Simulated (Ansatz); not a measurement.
**C₂H₇AlSi: how energies converge with the basis set**

One table from this session's results is given with a row withheld; the runs are named, their logs left out.

Method: one geometry, several basis sets; program: Ansatz 0.2.0, Gaussian basis.

Levels to be run: PBE0-D4/def2-SVP; ωB97M-V/def2-SVP; PBE0-D4/def2-QZVPP; ωB97M-V/def2-QZVPP; the functionals' def2-TZVPP values are taken from earlier runs.

### Structure used throughout

All runs share one geometry, relaxed beforehand with PBE0-D4 in a triple-zeta def2 set.

SMILES `[AlH2][CH]1C[SiH2]1`, 11 atoms, charge 0, spin multiplicity 1.

Atoms are counted from 1 here; the program's logs count them from 0.

Bond lengths: Al1–C2 1.911 Å, Al1–H5 1.590 Å, Al1–H6 1.587 Å, C2–C3 1.532 Å, C2–Si4 1.890 Å, C2–H7 1.090 Å, C3–Si4 1.840 Å, C3–H8 1.086 Å, C3–H9 1.086 Å, Si4–H10 1.476 Å, Si4–H11 1.480 Å. Angles: C2–Al1–H5 119.3°, C2–Al1–H6 118.7°, H5–Al1–H6 121.8°, Al1–C2–C3 127.7°, Al1–C2–Si4 106.2°, Al1–C2–H7 116.4°, C3–C2–Si4 64.1°, C3–C2–H7 114.8°, Si4–C2–H7 110.4°, C2–C3–Si4 67.5°, C2–C3–H8 116.8°, C2–C3–H9 116.2°, Si4–C3–H8 118.4°, Si4–C3–H9 118.0°, H8–C3–H9 112.9°, C2–Si4–C3 48.5°, C2–Si4–H10 119.0°, C2–Si4–H11 118.6° and more.

The first run:

File in.yaml:

```yaml
crystal:
  periodic: [false, false, false]
  atoms:
    - {symbol: Al, position_ang: [-1.266778, 1.389362, -0.085768]}
    - {symbol: C, position_ang: [0.109015, 0.298739, 0.669596]}
    - {symbol: C, position_ang: [0.178899, -1.231314, 0.703421]}
    - {symbol: Si, position_ang: [0.990260, -0.520998, -0.787329]}
    - {symbol: H, position_ang: [-2.474503, 0.697722, -0.853702]}
    - {symbol: H, position_ang: [-1.106756, 2.967054, -0.025752]}
    - {symbol: H, position_ang: [0.828286, 0.802703, 1.314556]}
    - {symbol: H, position_ang: [-0.757074, -1.767259, 0.576882]}
    - {symbol: H, position_ang: [0.812811, -1.664789, 1.470866]}
    - {symbol: H, position_ang: [2.461370, -0.434410, -0.873541]}
    - {symbol: H, position_ang: [0.289871, -0.593712, -2.088627]}
basis:
  gaussian: {orbitals: def2-SVP}
hamiltonian: {xc: pbe0, dispersion: d4}
output: {orbitals: {seedname: orbitals}}
```

Command:

```bash
ansatz run in.yaml --threads 2 --pin off --events-out ev --progress --plain --max-ram 4352MiB
```

Steps of the session up to this table: PBE0-D4 in def2-SVP; ωB97M-V in def2-SVP; PBE0-D4 in def2-QZVPP; ωB97M-V in def2-QZVPP.

One of the session's tables, all rows but one given; the rest of the session is left out.

It belongs to the step «Functionals by basis». 

```
functional       basis  HOMO (eV)
   PBE0-D4    def2-SVP      -6.77
   PBE0-D4  def2-TZVPP      -6.76
   PBE0-D4  def2-QZVPP      -6.76
   ωB97M-V    def2-SVP          ?
   ωB97M-V  def2-TZVPP      -8.83
   ωB97M-V  def2-QZVPP      -8.83
```

Q: Estimate the row for ωB97M-V, def2-SVP from the others.

As computed: HOMO (eV): -8.82. In the column «HOMO (eV)» it lies between ωB97M-V, def2-QZVPP (-8.83) and PBE0-D4, def2-SVP (-6.77).
